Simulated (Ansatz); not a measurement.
# H8C2O: the cost of one run

Method: DFT PBE, plane waves, PAW, scalar-relativistic, no spin polarisation, in Ansatz 0.2.0.

### 1 Starting point

The cell holds 33 atoms (C6H24O3): a = 7.250 Å, b = 7.250 Å, c = 7.250 Å, α = 90.00°, β = 90.00°, γ = 90.00°.

Its coordinates follow in the input file.

### 2 Preparing the start

Input file input.yaml:

```yaml
accuracy: low
crystal:
  lattice:
    - [7.249505, 0.0, 0.0]
    - [0.0, 7.249505, 0.0]
    - [0.0, 0.0, 7.249505]
  atoms:
    - { symbol: H, position: [-0.0033377, 0.6620184, 0.669383] }
    - { symbol: H, position: [0.0239008, 0.6726474, 0.7667736] }
    - { symbol: H, position: [0.1782181, 0.1847435, 0.9290518] }
    - { symbol: H, position: [0.1422899, 0.244301, 0.854877] }
    - { symbol: H, position: [0.7491015, 0.8904197, 0.8637295] }
    - { symbol: H, position: [0.7030699, 0.9434324, 0.7901728] }
    - { symbol: C, position: [0.3389669, 0.2686733, 0.2519949] }
    - { symbol: C, position: [0.3819372, 0.2208666, 0.4503988] }
    - { symbol: O, position: [0.3399764, 0.3797949, 0.5586521] }
    - { symbol: H, position: [0.3672015, 0.3502956, 0.6864822] }
    - { symbol: H, position: [0.2990774, 0.1017896, 0.4945384] }
    - { symbol: H, position: [0.5280234, 0.1827273, 0.4644558] }
    - { symbol: H, position: [0.368416, 0.1517167, 0.1614464] }
    - { symbol: H, position: [0.1935695, 0.3053779, 0.2381401] }
    - { symbol: H, position: [0.422244, 0.3862196, 0.2080932] }
    - { symbol: C, position: [0.148388, 0.7957361, 0.0440134] }
    - { symbol: C, position: [0.2540067, 0.7698015, 0.2219688] }
    - { symbol: O, position: [0.414634, 0.6644327, 0.1791436] }
    - { symbol: H, position: [0.4834083, 0.6470813, 0.2928141] }
    - { symbol: H, position: [0.2915771, 0.9045454, 0.2805004] }
    - { symbol: H, position: [0.1676987, 0.6980504, 0.32393] }
    - { symbol: H, position: [0.022927, 0.8759935, 0.0677499] }
    - { symbol: H, position: [0.2339437, 0.8680409, -0.0566435] }
    - { symbol: H, position: [0.1102123, 0.6617908, -0.0132654] }
    - { symbol: C, position: [0.822819, 0.9006361, 0.4671143] }
    - { symbol: C, position: [0.6990365, 0.8855953, 0.2999387] }
    - { symbol: O, position: [0.7170794, 1.0537208, 0.1992115] }
    - { symbol: H, position: [0.6379296, 1.0452712, 0.0914346] }
    - { symbol: H, position: [0.7401397, 0.7668625, 0.2150479] }
    - { symbol: H, position: [0.5553879, 0.8634412, 0.3431553] }
    - { symbol: H, position: [0.8151185, 0.7752368, 0.550546] }
    - { symbol: H, position: [0.9655594, 0.9214682, 0.4238617] }
    - { symbol: H, position: [0.7810268, 1.0179324, 0.5518171] }
basis:
  ecutwfc: 420.0
kpoints:
  mp_grid: { grid: [1, 1, 1] }
hamiltonian:
  xc: pbe
scf:
  occupations: { method: fermi_dirac, width: 0.02 }
  lower_state_search: "off"
relax:
  f_tol: 0.3
  max_steps: 15
  adjacent_minimum: "off"
output:
  write_density: true
  write_potential: true
  elf: true
  volumetric_format: npy
```

On the command line:

```bash
ansatz run input.yaml --threads 1 --pin off --max-ram 3072MiB --backend cpu --events-out ev --progress --plain --runs-dir out
```

What time and memory should one allow on 1 thread of Arm Neoverse V1, shared host?

About 41 s, with a peak of 0.4 GiB.
